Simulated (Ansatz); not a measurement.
# AlGeIr3: the cost of one run

Program: Ansatz 0.2.0. Level of theory: DFT PBE, scalar-relativistic, plane waves, PAW. These are calculated values, not measurements.

### 1 The system as given

The structure is cubic, space group Pm-3m (No. 221). The conventional cell has a = 4.065 Å, b = 4.065 Å, c = 4.065 Å, α = 90.00°, β = 90.00°, γ = 90.00°. Around Al (site symmetry m-3m) lie 6 Ir at 2.03 Å. Ge (site symmetry m-3m) is surrounded by 12 Ir at 2.87 Å. Around Ir (site symmetry 4/mmm) lie 2 Al at 2.03 Å.

As a file:

```cif
data_structure
_symmetry_space_group_name_H-M 'P 1'
_symmetry_Int_Tables_number 1
_cell_length_a 4.0652
_cell_length_b 4.0652
_cell_length_c 4.0652
_cell_angle_alpha 90.000
_cell_angle_beta 90.000
_cell_angle_gamma 90.000
_cell_volume 67.18
loop_
_atom_site_label
_atom_site_type_symbol
_atom_site_fract_x
_atom_site_fract_y
_atom_site_fract_z
_atom_site_occupancy
Al1 Al 0.50000 0.50000 0.50000 1
Ge1 Ge 0.00000 0.00000 0.00000 1
Ir1 Ir 0.50000 0.50000 0.00000 1
Ir2 Ir 0.50000 0.00000 0.50000 1
Ir3 Ir 0.00000 0.50000 0.50000 1
```

The cell is invented: species swapped into a database cell of CdNi3N (Pm-3m, No. 221), with Ge on the Cd sites, Ir on the Ni sites and Al on the N sites. Its size is a rough estimate.

### 2 Probe: one point on a coarse mesh

Contents of input.yaml:

```yaml
crystal:
  lattice:
    - [4.06519608, 0.0, 0.0]
    - [0.0, 4.06519608, 0.0]
    - [0.0, 0.0, 4.06519608]
  atoms:
    - { symbol: Al, position: [0.5, 0.5, 0.5] }
    - { symbol: Ge, position: [0.0, 0.0, 0.0] }
    - { symbol: Ir, position: [0.5, 0.5, 0.0] }
    - { symbol: Ir, position: [0.5, 0.0, 0.5] }
    - { symbol: Ir, position: [0.0, 0.5, 0.5] }
basis:
  ecutwfc: 420
kpoints:
  mp_grid: { grid: [4, 4, 4] }
hamiltonian:
  xc: pbe
scf:
  occupations: { method: gaussian, width: 0.1 }
  lower_state_search: "off"
output:
  forces: true
  stress: true
  eigenvalues: true
```

The run is started by

```console
ansatz run input.yaml --threads 1 --pin off --max-ram 2560MiB --backend cpu --events-out ev --progress --plain --runs-dir out
```

Q: Estimate wall time and peak memory on 1 thread of Intel Xeon Gold 6455B (Sapphire Rapids), shared host.

About 1.1 s, with a peak of 0.36 GiB.
